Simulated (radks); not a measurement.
# La⁺ in [Xe] 5d1 6p1: an all-electron calculation

Aim: the levels, the sizes of the orbitals and the parts of the energy of the lanthanum ion La+.

Method: scalar-relativistic Kohn-Sham, B86b exchange with PBE correlation, spin-polarised, spherical densities, point nucleus; open shells are filled with parallel spins first. Code: radks (a radial shooting solver on a logarithmic mesh, Libxc functionals) version 1.

### Step 1. Starting point

| Quantity | Value |
| --- | --- |
| element | lanthanum (Z = 57) |
| charge | +1 |
| electrons | 56 |
| configuration | [Xe] 5d1 6p1 |

Outer shells as boxes (Hund's rule):

La⁺
```
[Xe] core
5d [↑ ][  ][  ][  ][  ]
6p [↑ ][  ][  ]
```

### Step 2. Self-consistent calculation

The run's settings:

```text
Z 57
configuration [Xe] 5d1 6p1
relativity scalar-relativistic
functional b86_mgc,pbe
spin polarised
nucleus point
c 137.035999084
```

**Question.** What will this run give?

**Answer**, as computed:

| quantity | value |
| --- | --- |
| total energy | -8493.8197 hartree |
| exchange-correlation share of it | 2.40 % |
| −T/E | 1.0578 |
| highest occupied level | 6p up, -6.256 eV |
| most extended occupied level | 6p up, <r> = 4.92 bohr |
| radius at density 0.001 e/bohr³ | 4.99 bohr |
| maxima of the radial density | 4 |

**Reading.** 6 principal shells are occupied and 4 maxima appear in the radial density; where shells overlap, one shows as a shoulder or not at all. −T/E is 1.058: with relativity the kinetic term as defined here no longer equals −E. This is not the tabulated ground configuration, so its levels and sizes aren't those of the ground state, and no measured value stands beside it.
